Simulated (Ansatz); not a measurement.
# CH5F2NO2W: a ladder of functionals and wavefunction methods

Aim: compute CH5F2NO2W with functionals from several rungs and with coupled cluster. The comparison is of orbital energies and run times, and the correlation energy is taken apart.

Program: Ansatz 0.2.0, Gaussian basis. Level of theory: functionals in def2-TZVPP, the program's frozen cores in correlated methods. These are calculated values, not measurements.

Levels to be run: PBE-D4, r2SCAN-D4, PBE0-D4, B3LYP-D4, ωB97X-V, ωB97M-V, B2PLYP; CCSD(T)/def2-TZVPP; MP2/def2-QZVPP; extrapolation to the limit.

## Step 1: Structure used throughout

The geometry comes from an earlier relaxation with PBE0-D4 in a triple-zeta def2 set; it is a stationary point, not always the lowest conformer. W takes the def2 core potential; no spin-orbit term is included.

SMILES `C[N]=[W]([OH])([OH])([F])[F]`, 12 atoms, charge 0, spin multiplicity 1.

Atoms are counted from 1 here; the program's logs count them from 0.

Bond lengths: C1–N2 1.414 Å, C1–H8 1.094 Å, C1–H9 1.094 Å, C1–H10 1.094 Å, N2–W3 1.712 Å, W3–O4 1.880 Å, W3–O5 1.905 Å, W3–F6 1.909 Å, W3–F7 1.881 Å, O4–H11 0.958 Å, O5–H12 0.960 Å. Angles: N2–C1–H8 110.8°, N2–C1–H9 109.8°, N2–C1–H10 110.4°, H8–C1–H9 108.6°, H8–C1–H10 108.9°, H9–C1–H10 108.3°, C1–N2–W3 173.9°, N2–W3–O4 104.6°, N2–W3–O5 107.8°, N2–W3–F6 101.8°, N2–W3–F7 106.6°, O4–W3–O5 88.5°, O4–W3–F6 153.6°, O4–W3–F7 90.2°, O5–W3–F6 82.8°, O5–W3–F7 144.8°, F6–W3–F7 82.9°, W3–O4–H11 128.4° and more.

## Step 2: PBE-D4 (GGA)

Contents of in.yaml:

```yaml
crystal:
  periodic: [false, false, false]
  atoms:
    - {symbol: C, position_ang: [-1.628695, 0.634891, -1.094143]}
    - {symbol: N, position_ang: [-0.558306, 0.013818, -0.409939]}
    - {symbol: W, position_ang: [0.696130, -0.630941, 0.561212]}
    - {symbol: O, position_ang: [2.251233, -0.424883, -0.475650]}
    - {symbol: O, position_ang: [1.328613, 0.762929, 1.695328]}
    - {symbol: F, position_ang: [-0.253491, -1.152376, 2.132428]}
    - {symbol: F, position_ang: [0.721493, -2.484457, 0.244469]}
    - {symbol: H, position_ang: [-1.521442, 1.723571, -1.075718]}
    - {symbol: H, position_ang: [-2.577019, 0.369533, -0.617342]}
    - {symbol: H, position_ang: [-1.662465, 0.299753, -2.134906]}
    - {symbol: H, position_ang: [2.338738, -0.036666, -1.346591]}
    - {symbol: H, position_ang: [0.865201, 0.924828, 2.520851]}
basis:
  gaussian: {orbitals: def2-TZVPP}
hamiltonian: {xc: pbe, dispersion: d4}
output: {forces: true, orbitals: {seedname: orbitals}}
```

Launch:

```bash
> ansatz run in.yaml --threads 2 --pin off --events-out ev --progress --plain --max-ram 22528MiB --backend cuda --devices 0, --max-vram 18GiB
```

What it wrote (excerpt; [...] marks lines left out):

```text
Functional definition: PBE
  name "PBE"
  cite "Perdew, Burke & Ernzerhof, Phys. Rev. Lett. 77, 3865 (1996) doi:10.1103/PhysRevLett.77.3865"
  parent pbe
[...]
1579 factors; their error is unknown
[...]
mean field -13962.66449550 eV, -513.1184559759 hartree, gradient 5.4e-5 eV, S^2 0.000000; 0 other end points of the search recorded, 0 dependent functions left out
[...]
reference -13962.66454391 eV, -513.1184577548 hartree; 33, 33 occupied and 279, 279 virtual orbitals, 1579 factors
Total energy: -13962.94320488 eV, -513.1286983567 hartree
Atom 0 at    -1.628695     0.634891    -1.094143 Å, force     0.047097    -0.019812     0.032889 eV/Å
Atom 1 at    -0.558306     0.013818    -0.409939 Å, force    -0.647896     0.305076    -0.535193 eV/Å
Atom 2 at     0.696130    -0.630941     0.561212 Å, force     0.348764    -0.234608     0.340672 eV/Å
Atom 3 at     2.251233    -0.424883    -0.475650 Å, force     0.508543    -0.107818     0.079397 eV/Å
Atom 4 at     1.328613     0.762929     1.695328 Å, force     0.421722     0.352645    -0.045049 eV/Å
Atom 5 at    -0.253491    -1.152376     2.132428 Å, force    -0.260054    -0.151827     0.425578 eV/Å
Atom 6 at     0.721493    -2.484457     0.244469 Å, force     0.011744    -0.565585    -0.095890 eV/Å
Atom 7 at    -1.521442     1.723571    -1.075718 Å, force    -0.008424     0.245250    -0.014175 eV/Å
Atom 8 at    -2.577019     0.369533    -0.617342 Å, force    -0.225613    -0.038370     0.080242 eV/Å
Atom 9 at    -1.662465     0.299753    -2.134906 Å, force    -0.035360    -0.054038    -0.234126 eV/Å
Atom 10 at     2.338738    -0.036666    -1.346591 Å, force     0.043585     0.186607    -0.418515 eV/Å
Atom 11 at     0.865201     0.924828     2.520851 Å, force    -0.204108     0.082480     0.384170 eV/Å
Dipole moment:    -0.260271     0.624485    -0.497479 e Å
```

It took 3.2 s on 1 × H100 (card shared with other runs) with 2 threads of AMD EPYC 7R13, shared host; peak host memory 0.88 GiB.

HOMO -6.78 eV, LUMO -3.00 eV.

## Step 3: r2SCAN-D4 (meta-GGA)

Changes to in.yaml since step 2:

```diff
@@ -17,3 +17,3 @@
   gaussian: {orbitals: def2-TZVPP}
-hamiltonian: {xc: pbe, dispersion: d4}
+hamiltonian: {xc: r2scan, dispersion: d4}
 output: {forces: true, orbitals: {seedname: orbitals}}
```

Launched as before.

What it wrote (excerpt; [...] marks lines left out):

```text
Functional definition: r2SCAN
  name "r2SCAN"
  cite "Furness, Kaplan, Ning, Perdew & Sun, J. Phys. Chem. Lett. 11, 8208 (2020) doi:10.1021/acs.jpclett.0c02405"
  cite "Furness, Kaplan, Ning, Perdew & Sun, J. Phys. Chem. Lett. 11, 9248 (2020) doi:10.1021/acs.jpclett.0c03077"
  parent r2scan
[...]
1579 factors; their error is unknown
[...]
mean field -13969.48062156 eV, -513.3689439884 hartree, gradient 5.0e-5 eV, S^2 0.000000; 0 other end points of the search recorded, 0 dependent functions left out
[...]
reference -13969.48063532 eV, -513.3689444940 hartree; 33, 33 occupied and 279, 279 virtual orbitals, 1579 factors
Total energy: -13969.55079946 eV, -513.3715229784 hartree
Atom 0 at    -1.628695     0.634891    -1.094143 Å, force    -0.103698     0.059855    -0.057128 eV/Å
Atom 1 at    -0.558306     0.013818    -0.409939 Å, force    -0.323749     0.137843    -0.272334 eV/Å
Atom 2 at     0.696130    -0.630941     0.561212 Å, force     0.129277    -0.192265     0.225211 eV/Å
Atom 3 at     2.251233    -0.424883    -0.475650 Å, force     0.260787    -0.001097    -0.083456 eV/Å
Atom 4 at     1.328613     0.762929     1.695328 Å, force     0.117928     0.160707     0.112743 eV/Å
Atom 5 at    -0.253491    -1.152376     2.132428 Å, force    -0.042676    -0.051972     0.110498 eV/Å
Atom 6 at     0.721493    -2.484457     0.244469 Å, force     0.011244    -0.149238    -0.007167 eV/Å
Atom 7 at    -1.521442     1.723571    -1.075718 Å, force    -0.015558    -0.003268    -0.009057 eV/Å
Atom 8 at    -2.577019     0.369533    -0.617342 Å, force    -0.001971     0.012073    -0.015569 eV/Å
Atom 9 at    -1.662465     0.299753    -2.134906 Å, force    -0.011915     0.011457     0.004053 eV/Å
Atom 10 at     2.338738    -0.036666    -1.346591 Å, force    -0.002983     0.017141    -0.040254 eV/Å
Atom 11 at     0.865201     0.924828     2.520851 Å, force    -0.016686    -0.001237     0.032461 eV/Å
Dipole moment:    -0.270917     0.641490    -0.509241 e Å
```

It took 6.5 s on 1 × H100 (card shared with other runs) with 2 threads of AMD EPYC 7R13, shared host; peak host memory 0.91 GiB.

HOMO -7.11 eV, LUMO -2.93 eV.

## Step 4: PBE0-D4 (hybrid)

Changes to in.yaml since step 3:

```diff
@@ -17,3 +17,3 @@
   gaussian: {orbitals: def2-TZVPP}
-hamiltonian: {xc: r2scan, dispersion: d4}
-output: {forces: true, orbitals: {seedname: orbitals}}
+hamiltonian: {xc: pbe0, dispersion: d4}
+output: {orbitals: {seedname: orbitals}}
```

The command is unchanged.

What it wrote:

```text
Functional definition: PBE0
  name "PBE0"
  cite "Adamo & Barone, J. Chem. Phys. 110, 6158 (1999) doi:10.1063/1.478522"
  cite "Perdew, Burke & Ernzerhof, Phys. Rev. Lett. 77, 3865 (1996) doi:10.1103/PhysRevLett.77.3865"
  parent pbe
  parameter a = 0.25
  parameter kappa = 0.804
  parameter beta = 0.06672455060314922
  exchange = (1 - a)*pbe_x(kappa = kappa, mu = beta*pi^2/3) + a*exact_x
  correlation = pbe_c(beta = beta)
1644 factors; their error is unknown
mean field evaluation 1: about -13938.4128 eV, gradient 1.1e2 eV
mean field evaluation 2: about -13787.2234 eV, gradient 3.0e2 eV
mean field evaluation 4: about -13958.9341 eV, gradient 3.1e1 eV
mean field evaluation 8: about -13960.6669 eV, gradient 3.1e-1 eV
mean field evaluation 16: about -13960.7114 eV, gradient 5.1e-4 eV
mean field -13960.71141553 eV, -513.0466816107 hartree, gradient 8.5e-5 eV, S^2 0.000000; 0 other end points of the search recorded, 0 dependent functions left out
reference -13960.71145020 eV, -513.0466828848 hartree; 33, 33 occupied and 279, 279 virtual orbitals, 1644 factors
Total energy: -13960.94862357 eV, -513.0553988452 hartree
```

Wall time 5.5 s (1 × H100 (card shared with other runs) with 2 threads of AMD EPYC 7R13, shared host); peak host memory 0.89 GiB.

HOMO -8.26 eV, LUMO -2.20 eV.

## Step 5: B3LYP-D4 (hybrid)

B3LYP here takes the VWN-RPA correlation.

Changes to in.yaml since step 4:

```diff
@@ -17,3 +17,3 @@
   gaussian: {orbitals: def2-TZVPP}
-hamiltonian: {xc: pbe0, dispersion: d4}
-output: {orbitals: {seedname: orbitals}}
+hamiltonian: {xc: {name: B3LYP}, dispersion: d4}
+output: {forces: true, orbitals: {seedname: orbitals}}
```

The command is unchanged.

What it wrote (excerpt; [...] marks lines left out):

```text
Functional definition: B3LYP
  name "B3LYP"
  cite "Stephens, Devlin, Chabalowski & Frisch, J. Phys. Chem. 98, 11623 (1994) doi:10.1021/j100096a001"
  cite "Becke, Phys. Rev. A 38, 3098 (1988) doi:10.1103/PhysRevA.38.3098"
  cite "Lee, Yang & Parr, Phys. Rev. B 37, 785 (1988) doi:10.1103/PhysRevB.37.785"
  cite "Vosko, Wilk & Nusair, Can. J. Phys. 58, 1200 (1980) doi:10.1139/p80-159"
[...]
1624 factors; their error is unknown
[...]
mean field -13974.42480525 eV, -513.5506393875 hartree, gradient 5.3e-5 eV, S^2 0.000000; 0 other end points of the search recorded, 0 dependent functions left out
[...]
reference -13974.42510087 eV, -513.5506502514 hartree; 33, 33 occupied and 279, 279 virtual orbitals, 1624 factors
Total energy: -13974.87255326 eV, -513.5670938236 hartree
Atom 0 at    -1.628695     0.634891    -1.094143 Å, force    -0.217015     0.118863    -0.127652 eV/Å
[...]
Atom 2 at     0.696130    -0.630941     0.561212 Å, force     0.011984    -0.044350     0.038932 eV/Å
Atom 3 at     2.251233    -0.424883    -0.475650 Å, force     0.315566     0.028287    -0.185794 eV/Å
Atom 4 at     1.328613     0.762929     1.695328 Å, force     0.114305     0.233931     0.210122 eV/Å
Atom 5 at    -0.253491    -1.152376     2.132428 Å, force    -0.150522    -0.104300     0.278163 eV/Å
Atom 6 at     0.721493    -2.484457     0.244469 Å, force     0.025737    -0.346618    -0.049505 eV/Å
Atom 7 at    -1.521442     1.723571    -1.075718 Å, force    -0.021502    -0.045090    -0.012550 eV/Å
Atom 8 at    -2.577019     0.369533    -0.617342 Å, force     0.030354     0.024911    -0.035261 eV/Å
Atom 9 at    -1.662465     0.299753    -2.134906 Å, force    -0.011819     0.028072     0.041813 eV/Å
Atom 10 at     2.338738    -0.036666    -1.346591 Å, force     0.037810     0.008930    -0.037712 eV/Å
Atom 11 at     0.865201     0.924828     2.520851 Å, force     0.019133     0.036148     0.037944 eV/Å
Dipole moment:    -0.282708     0.653322    -0.522904 e Å
```

It took 7.5 s on 1 × H100 (card shared with other runs) with 2 threads of AMD EPYC 7R13, shared host; peak host memory 0.94 GiB.

HOMO -8.03 eV, LUMO -2.45 eV.

## Step 6: ωB97X-V (range-separated)

Changes to in.yaml since step 5:

```diff
@@ -17,3 +17,3 @@
   gaussian: {orbitals: def2-TZVPP}
-hamiltonian: {xc: {name: B3LYP}, dispersion: d4}
-output: {forces: true, orbitals: {seedname: orbitals}}
+hamiltonian: {xc: {name: wB97X-V}}
+output: {orbitals: {seedname: orbitals}}
```

The command is unchanged.

What it wrote (excerpt; [...] marks lines left out):

```text
Functional definition: wB97X-V
  name "wB97X-V"
  cite "Mardirossian & Head-Gordon, Phys. Chem. Chem. Phys. 16, 9904 (2014) doi:10.1039/C3CP54374A"
  cite "Becke, J. Chem. Phys. 107, 8554 (1997) doi:10.1063/1.475007"
  cite "Vydrov & Van Voorhis, J. Chem. Phys. 133, 244103 (2010) doi:10.1063/1.3521275"
[...]
      + integral(e_c_pw_opposite_spin*poly(b97_u_opposite, cos0, cos1)) + vv10(b, c)
1596 factors; their error is unknown
356 factors; integrals over basis functions are off by at most 1.0e-5 eV
[...]
mean field -13968.47564754 eV, -513.3320118742 hartree, gradient 4.8e-5 eV, S^2 0.000000; 0 other end points of the search recorded, 0 dependent functions left out
reference -13968.47564526 eV, -513.3320117904 hartree; 33, 33 occupied and 279, 279 virtual orbitals, 1596 factors
Total energy: -13968.47564526 eV, -513.3320117904 hartree
```

Wall time 10 s (1 × H100 (card shared with other runs) with 2 threads of AMD EPYC 7R13, shared host); peak host memory 0.98 GiB.

HOMO -10.62 eV, LUMO 0.06 eV.

## Step 7: ωB97M-V (range-separated)

Changes to in.yaml since step 6:

```diff
@@ -17,3 +17,3 @@
   gaussian: {orbitals: def2-TZVPP}
-hamiltonian: {xc: {name: wB97X-V}}
-output: {orbitals: {seedname: orbitals}}
+hamiltonian: {xc: {name: wB97M-V}}
+output: {forces: true, orbitals: {seedname: orbitals}}
```

The command is unchanged.

What it wrote (excerpt; [...] marks lines left out):

```text
Functional definition: wB97M-V
  name "wB97M-V"
  cite "Mardirossian & Head-Gordon, J. Chem. Phys. 144, 214110 (2016) doi:10.1063/1.4952647"
  cite "Becke, J. Chem. Phys. 107, 8554 (1997) doi:10.1063/1.475007"
  cite "Vydrov & Van Voorhis, J. Chem. Phys. 133, 244103 (2010) doi:10.1063/1.3521275"
  # Of w^i u^j: cxij and so on, Table III.
[...]
  gx(w, u) = 1 - cx + cx01*u + cx10*w
  gss(w, u) = css00 + css04*u^4 + css10*w + css20*w^2 + css43*w^4*u^3
  gos(w, u) = cos00 + cos10*w + (cos20 + cos21*u)*w^2 + (cos60 + cos61*u)*w^6
[...]
      + integral(e_c_pw_mod_opposite_spin*gos(b97_w_opposite, b97_u_opposite)) + vv10(b, c)
1584 factors; their error is unknown
356 factors; integrals over basis functions are off by at most 1.0e-5 eV
[...]
Atom 2 at     0.696130    -0.630941     0.561212 Å, force    -0.479794     0.202994    -0.346486 eV/Å
Atom 3 at     2.251233    -0.424883    -0.475650 Å, force     0.073448    -0.002744    -0.023157 eV/Å
Atom 4 at     1.328613     0.762929     1.695328 Å, force     0.024396     0.012569     0.077992 eV/Å
Atom 5 at    -0.253491    -1.152376     2.132428 Å, force     0.027558    -0.025726     0.041177 eV/Å
Atom 6 at     0.721493    -2.484457     0.244469 Å, force     0.043836    -0.007893     0.024529 eV/Å
Atom 7 at    -1.521442     1.723571    -1.075718 Å, force    -0.009384    -0.115015    -0.002269 eV/Å
Atom 8 at    -2.577019     0.369533    -0.617342 Å, force     0.099731     0.029903    -0.050267 eV/Å
Atom 9 at    -1.662465     0.299753    -2.134906 Å, force     0.005399     0.038349     0.109985 eV/Å
Atom 10 at     2.338738    -0.036666    -1.346591 Å, force    -0.003014    -0.021258     0.044918 eV/Å
Atom 11 at     0.865201     0.924828     2.520851 Å, force     0.028197    -0.008100    -0.037214 eV/Å
Dipole moment:    -0.286730     0.647268    -0.521360 e Å
```

It took 12 s on 1 × H100 (card shared with other runs) with 2 threads of AMD EPYC 7R13, shared host; peak host memory 1 GiB.

HOMO -10.54 eV, LUMO 0.02 eV.

## Step 8: B2PLYP (double hybrid)

Changes to in.yaml since step 7:

```diff
@@ -17,3 +17,2 @@
   gaussian: {orbitals: def2-TZVPP}
-hamiltonian: {xc: {name: wB97M-V}}
-output: {forces: true, orbitals: {seedname: orbitals}}
+hamiltonian: {xc: {name: B2PLYP}}
```

The command is unchanged.

What it wrote (excerpt; [...] marks lines left out):

```text
Functional definition: B2PLYP
  name "B2PLYP"
  cite "Grimme, J. Chem. Phys. 124, 034108 (2006) doi:10.1063/1.2148954"
  cite "Becke, Phys. Rev. A 38, 3098 (1988) doi:10.1103/PhysRevA.38.3098"
  cite "Lee, Yang & Parr, Phys. Rev. B 37, 785 (1988) doi:10.1103/PhysRevB.37.785"
[...]
1983 factors; integrals over basis functions are off by at most 1.1e-3 eV
[...]
mean field -13946.28126369 eV, -512.5163833115 hartree, gradient 8.0e-6 eV, S^2 0.000000; 0 other end points of the search recorded, 0 dependent functions left out
6 core orbitals not correlated: weight in the atoms' cores, before any rotation towards them, 1.000 or more for the frozen orbitals, at most 0.000 for the correlated occupied ones
reference -13946.28144572 eV, -512.5163900013 hartree; 27, 27 occupied and 279, 279 virtual orbitals, 1983 factors
second order -62.37136057 eV of doubles, -0.00000000 eV of singles
Total energy: -13963.12171308 eV, -513.1352584118 hartree
```

Run time: 8 s. Hardware: 1 × H100 (card shared with other runs) with 2 threads of AMD EPYC 7R13, shared host; peak host memory 1.4 GiB.

## Step 9: Orbital energies across the functionals

Dipoles come from the runs that computed forces. Levels are read from the orbital files that the runs wrote:

```tsv
functional	HOMO (eV)	LUMO (eV)	gap (eV)	dipole (D)	time
PBE-D4	-6.78	-3.00	3.78	4.03	3.2 s
r2SCAN-D4	-7.11	-2.93	4.18	4.14	6.5 s
PBE0-D4	-8.26	-2.20	6.06		5.5 s
B3LYP-D4	-8.03	-2.45	5.57	4.24	7.5 s
ωB97X-V	-10.62	0.06	10.68		10 s
ωB97M-V	-10.54	0.02	10.56	4.22	12 s
```

## Step 10: CCSD(T) in def2-TZVPP

Changes to in.yaml since step 8:

```diff
@@ -17,2 +17,2 @@
   gaussian: {orbitals: def2-TZVPP}
-hamiltonian: {xc: {name: B2PLYP}}
+correlation: {method: ccsd_t}
```

Launched as before.

What it wrote (excerpt; [...] marks lines left out):

```text
Functional definition: HF
  name "HF"
  cite "Fock, Z. Phys. 61, 126 (1930) doi:10.1007/BF01340294"
  parent pbe
[...]
1983 factors; integrals over basis functions are off by at most 1.1e-3 eV
[...]
mean field -13894.10300505 eV, -510.5988676742 hartree, gradient 2.5e-6 eV, S^2 0.000000; 0 other end points of the search recorded, 0 dependent functions left out
6 core orbitals not correlated: weight in the atoms' cores, before any rotation towards them, 1.000 or more for the frozen orbitals, at most 0.000 for the correlated occupied ones
reference -13894.10300505 eV, -510.5988676742 hartree; 27, 27 occupied and 279, 279 virtual orbitals, 1983 factors
second order -51.17899248 eV of doubles, -0.00000000 eV of singles
cycle   1  -47.95458593 eV  change     3.2e0 eV  update   2.7e-1
[...]
cycle  14  -50.08076051 eV  change    2.8e-5 eV  update   7.9e-6
perturbative correction -2.32442072 eV, -0.0854208860 hartree
Total energy: -13946.50818628 eV, -512.5247225630 hartree
```

It took 28 s on 1 × H100 (card shared with other runs) with 2 threads of AMD EPYC 7R13, shared host; peak host memory 1.4 GiB.

## Step 11: MP2 in def2-QZVPP

Changes to in.yaml since step 10:

```diff
@@ -16,3 +16,3 @@
 basis:
-  gaussian: {orbitals: def2-TZVPP}
-correlation: {method: ccsd_t}
+  gaussian: {orbitals: "def2-QZVPP.json"}
+correlation: {method: mp2}
```

Same command.

What it wrote:

```text
Functional definition: HF
  name "HF"
  cite "Fock, Z. Phys. 61, 126 (1930) doi:10.1007/BF01340294"
  parent pbe
  exchange = exact_x
  correlation = 0
3526 factors; integrals over basis functions are off by at most 9.5e-4 eV
mean field evaluation 1: about -13882.2020 eV, gradient 8.5e1 eV
mean field evaluation 2: about -13882.4563 eV, gradient 8.5e1 eV
mean field evaluation 4: about -13894.2620 eV, gradient 1.4e1 eV
mean field evaluation 8: about -13894.6886 eV, gradient 1.2e0 eV
mean field evaluation 16: about -13894.6933 eV, gradient 8.8e-6 eV
mean field -13894.69332861 eV, -510.6205616651 hartree, gradient 8.8e-6 eV, S^2 0.000000; 0 other end points of the search recorded, 0 dependent functions left out
6 core orbitals not correlated: weight in the atoms' cores, before any rotation towards them, 1.000 or more for the frozen orbitals, at most 0.000 for the correlated occupied ones
reference -13894.69332861 eV, -510.6205616651 hartree; 27, 27 occupied and 540, 540 virtual orbitals, 3526 factors
second order -55.88041668 eV of doubles, -0.00000000 eV of singles
Total energy: -13950.57374529 eV, -512.6741291009 hartree
```

It took 9 s on 1 × H100 (card shared with other runs) with 2 threads of AMD EPYC 7R13, shared host; peak host memory 1.2 GiB.

The pieces so far (eV):

```tsv
basis	HF	MP2 correlation	CCSD correlation	(T)	total
def2-TZVPP	-13894.1030	-51.1790	-50.0808	-2.3244	-13946.5082
def2-QZVPP	-13894.6933	-55.8804			-13950.5737 (MP2)
```

The report of the def2-TZVPP run gives T1 = 0.0191.

## Step 12: Extrapolating to the complete basis

This step is arithmetic on the last runs, with X = 3 and 4: exp(−7.88√X) for Hartree-Fock, X^−2.97 for correlation; only MP2 was run in the larger set, so CCSD(T) minus MP2 is added from the smaller one.

```tsv
level	energy at the limit (eV)
HF	-13894.7746
MP2	-13954.1376
CCSD	-13953.0394
CCSD(T)	-13955.3638
```

## Step 13: Outcome

```
                               quantity                                 value
 CCSD(T) correlation energy, def2-TZVPP                            -52.405 eV
              gap, smallest and largest  3.78 eV (PBE-D4), 10.68 eV (ωB97X-V)
                          T1 diagnostic                                0.0191
triples share of the correlation energy                                 4.4 %
```

What this shows: In def2-TZVPP MP2 gives 98 % of the CCSD(T) correlation energy. Orbital gaps span 3.8 to 10.7 eV; exact exchange widens them. Correlated methods include outer-core shells of W, which these sets cover unevenly.
